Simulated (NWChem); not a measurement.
**SiH4S4 (SMILES S[Si](S)(S)S): levels of theory compared**

We compute a comparison of 4 runs (HF/STO-3G, HF/3-21G, B3LYP/6-31G*) of SiH4S4. 

Program for the calculation: NWChem 7.3.0.

## Step 1: The structure to begin with

The species is SiH4S4 (9 atoms), meant as a singlet with charge 0. As SMILES, `S[Si](S)(S)S`. The shape is that of a PBE0-D4/def2-TZVP optimisation. This is one conformer, not always the lowest.

Bond lengths: S1–Si2 2.126 Å, Si2–S3 2.126 Å, Si2–S4 2.126 Å, Si2–S5 2.126 Å, S1–H6 1.346 Å, S3–H7 1.346 Å, S4–H8 1.346 Å, S5–H9 1.346 Å. Angles: S1–Si2–S3 106.5°, S1–Si2–S4 106.5°, S1–Si2–S5 115.6°, S3–Si2–S4 115.6°, S3–Si2–S5 106.5°, S4–Si2–S5 106.5°, Si2–S1–H6 94.0°, Si2–S3–H7 94.0°, Si2–S4–H8 94.0°, Si2–S5–H9 94.0°.

## Step 2: Energy and forces at HF/STO-3G (run 1)

File mol.nw:

```
echo
start mol
title "H4S4Si"
memory stack 880 mb heap 220 mb global 1100 mb

geometry noautosym nocenter noautoz
 S       -0.675800       1.025800      -1.730600
 Si       0.009800      -0.005200      -0.002000
 S        2.107100       0.327200       0.107800
 S       -0.587200      -2.033000      -0.231600
 S       -0.803900       0.658400       1.846900
 H       -1.942700       0.590000      -1.603900
 H        2.332400      -0.076700      -1.156000
 H       -0.126500      -2.404000       0.977200
 H       -0.224500       1.871000       1.775100
end

basis spherical bse
 * library STO-3G
end

scf
 singlet
 rhf
 thresh 1e-08
 maxiter 80
end

task scf gradient
```

Started as:

```bash
nwchem mol.nw > mol.out
```

Output:

```text
[...]
  functions       =    49
[...]
  wavefunction    = RHF
[...]
         Total SCF energy =  -1860.720362814514
      One-electron energy =  -3631.767789721339
      Two-electron energy =   1248.979695951381
 Nuclear repulsion energy =    522.067730955444
        Time for solution =      5.6s
[...]
                         RHF ENERGY GRADIENTS
    atom               coordinates                        gradient
                 x          y          z           x          y          z
   1 S      -1.277077   1.938481  -3.270360    0.013836   0.004401  -0.006600
   2 Si      0.018519  -0.009827  -0.003779   -0.000052   0.000021  -0.000016
   3 S       3.981842   0.618318   0.203712    0.001084   0.008260   0.013665
   4 S      -1.109647  -3.841813  -0.437661   -0.009257   0.001004  -0.012972
   5 S      -1.519151   1.244196   3.490135   -0.005601  -0.013768   0.005923
   6 H      -3.671171   1.114938  -3.030932   -0.010752  -0.005054   0.003405
   7 H       4.407597  -0.144942  -2.184523   -0.000520  -0.004310  -0.011598
   8 H      -0.239050  -4.542901   1.846640    0.005143  -0.000930   0.011225
   9 H      -0.424243   3.535677   3.354453    0.006119   0.010376  -0.003033
[...]
```

Run time: 7.5 s. Hardware: 1 thread of Intel Xeon Platinum 8559C (Emerald Rapids), shared host; peak memory 0.099 GiB.

## Step 3: Energy and forces at HF/3-21G (run 2)

File sp.xyz:

```xyz
9
H4S4Si
S     -0.675800     1.025800    -1.730600
Si     0.009800    -0.005200    -0.002000
S      2.107100     0.327200     0.107800
S     -0.587200    -2.033000    -0.231600
S     -0.803900     0.658400     1.846900
H     -1.942700     0.590000    -1.603900
H      2.332400    -0.076700    -1.156000
H     -0.126500    -2.404000     0.977200
H     -0.224500     1.871000     1.775100
```

File sp.nw:

```
start sp
title "H4S4Si"
memory total 2200 mb
geometry units angstroms noautosym nocenter noautoz
   load format xyz sp.xyz
end
basis spherical bse
   * library 3-21G
end
scf
   thresh 1e-08
   maxiter 80
   noprint "final vectors analysis"
end
task scf gradient
```

Started as:

```bash
nwchem sp.nw > sp.out
```

Output:

```text
[...]
  functions       =    73
[...]
  wavefunction    = RHF
[...]
         Total SCF energy =  -1872.030424918242
      One-electron energy =  -3631.273879714303
      Two-electron energy =   1237.175723840617
 Nuclear repulsion energy =    522.067730955444
        Time for solution =      5.0s
[...]
                         RHF ENERGY GRADIENTS
    atom               coordinates                        gradient
                 x          y          z           x          y          z
   1 S      -1.277077   1.938481  -3.270360    0.011245  -0.013079   0.019213
   2 Si      0.018519  -0.009827  -0.003779   -0.000030   0.000011  -0.000005
   3 S       3.981842   0.618318   0.203712   -0.025776  -0.001210   0.000663
   4 S      -1.109647  -3.841813  -0.437661    0.004359   0.025431   0.001080
   5 S      -1.519151   1.244196   3.490135    0.010209  -0.011210  -0.020953
   6 H      -3.671171   1.114938  -3.030932    0.006509  -0.003046   0.006980
   7 H       4.407597  -0.144942  -2.184523   -0.009519  -0.000315   0.003170
   8 H      -0.239050  -4.542901   1.846640    0.001268   0.009623  -0.002509
   9 H      -0.424243   3.535677   3.354453    0.001734  -0.006204  -0.007639
[...]
```

Wall time 6.6 s (1 thread of Intel Xeon Platinum 8559C (Emerald Rapids), shared host); peak memory 0.1 GiB.

Run 3 isn't shown in full; the table further down has it.

## Step 4: Energy and gradient at B3LYP/6-31G(d) (Cartesian functions) (run 4)

File a.nw:

```
START a
TITLE "H4S4Si gradient"
memory total 2200 mb

GEOMETRY units angstroms noautosym nocenter noautoz
  S     -0.675800     1.025800    -1.730600
  Si     0.009800    -0.005200    -0.002000
  S      2.107100     0.327200     0.107800
  S     -0.587200    -2.033000    -0.231600
  S     -0.803900     0.658400     1.846900
  H     -1.942700     0.590000    -1.603900
  H      2.332400    -0.076700    -1.156000
  H     -0.126500    -2.404000     0.977200
  H     -0.224500     1.871000     1.775100
END

BASIS "ao basis"
  * library 6-31G*
END

DFT
  xc b3lyp
  grid fine
  convergence energy 1e-08
  iterations 100
  mulliken
  print medium
END

TASK dft gradient
```

Started as:

```bash
nwchem a.nw > a.out
```

Output:

```text
[...]
          Wavefunction type:  closed shell.
          No. of atoms     :     9
          No. of electrons :    82
[...]
          Charge           :     0
          Spin multiplicity:     1
[...]
          AO basis - number of functions:   103
[...]
              XC Information
              --------------
                         B3LYP Method XC Potential
                     Hartree-Fock (Exact) Exchange  0.200
                        Slater Exchange Functional  0.800 local
                    Becke 1988 Exchange Functional  0.720 non-local
              Lee-Yang-Parr Correlation Functional  0.810
                  VWN I RPA Correlation Functional  0.190 local
[...]
 d= 0,ls=0.0,diis     1  -1884.6740475016 -2.41D+03  1.71D-02  9.86D-01     5.9
[...]
 d= 0,ls=0.0,diis     8  -1884.7716404436 -1.78D-09  1.53D-06  1.37D-08    35.3
         Total DFT energy =    -1884.771640443608
      One electron energy =    -3644.716584940899
           Coulomb energy =     1363.179533708031
    Exchange-Corr. energy =     -125.302320166184
 Nuclear repulsion energy =      522.067730955444
[...]
      Total Density - Mulliken Population Analysis
     ---------------------------------------------
    Atom       Charge   Shell Charges
 -----------   ------   -------------------------------------------------------
    1 S   16    16.20   2.00  1.99  5.97  1.40  3.10  0.52  1.20  0.02
    2 Si  14    13.74   2.00  1.99  5.96  1.07  1.82  0.15  0.50  0.25
    3 S   16    16.20   2.00  1.99  5.97  1.40  3.10  0.52  1.20  0.02
    4 S   16    16.20   2.00  1.99  5.97  1.40  3.10  0.52  1.20  0.02
    5 S   16    16.20   2.00  1.99  5.97  1.40  3.10  0.52  1.20  0.02
    6 H    1     0.87   0.50  0.37
    7 H    1     0.87   0.50  0.37
    8 H    1     0.87   0.50  0.37
    9 H    1     0.87   0.50  0.37
[...]
  wavefunction    = closed shell
                         DFT ENERGY GRADIENTS
    atom               coordinates                        gradient
                 x          y          z           x          y          z
   1 S      -1.277077   1.938481  -3.270360    0.000950  -0.004768   0.006394
   2 Si      0.018519  -0.009827  -0.003779   -0.000041   0.000018  -0.000011
   3 S       3.981842   0.618318   0.203712   -0.007571  -0.001414  -0.002192
   4 S      -1.109647  -3.841813  -0.437661    0.002504   0.007164   0.002626
   5 S      -1.519151   1.244196   3.490135    0.004157  -0.001050  -0.006818
   6 H      -3.671171   1.114938  -3.030932    0.003914   0.000073   0.001541
   7 H       4.407597  -0.144942  -2.184523   -0.002792   0.000607   0.003092
   8 H      -0.239050  -4.542901   1.846640   -0.000474   0.003069  -0.002830
   9 H      -0.424243   3.535677   3.354453   -0.000648  -0.003698  -0.001801
[...]
```

Run time: 47 s. Hardware: 1 thread of Intel Xeon Platinum 8559C (Emerald Rapids), shared host; peak memory 0.13 GiB.

## Step 5: Overview of the runs

```tsv
run	level	iteration cap	module	energy (Eh)	dipole moment (D)	HOMO energy (eV)	LUMO energy (eV)	wall time
1	HF/STO-3G	80	scf	-1860.720363	0.00	-7.21	8.78	7.5 s
2	HF/3-21G	80	scf	-1872.030425	0.00	–	–	6.6 s
3	B3LYP/6-31G* (spherical functions)	100	dft	-1884.758533	0.00	-7.38	-0.53	33 s
4	B3LYP/6-31G* (Cartesian functions)	100	dft	-1884.771640	0.00	-7.38	-0.53	47 s
```

## Step 6: Results

| quantity | value |
| --- | --- |
| run 4: total energy | -1884.77164 Eh |
| run 4: dipole moment | 0.00 D |
| run 4: HOMO energy | -7.38 eV |
| run 4: LUMO energy | -0.53 eV |
| run 4: HOMO–LUMO gap | 6.85 eV |
| run 4: largest force on an atom | 0.414 eV/Å |

Over runs 1, 3, 4 the HOMO–LUMO gap runs from 6.85 eV (B3LYP/6-31G*) to 15.99 eV (HF/STO-3G). The two ends differ in method and basis. In run 1 the basis is minimal, so the values are rough. All runs together took 94 s, the longest 47 s.
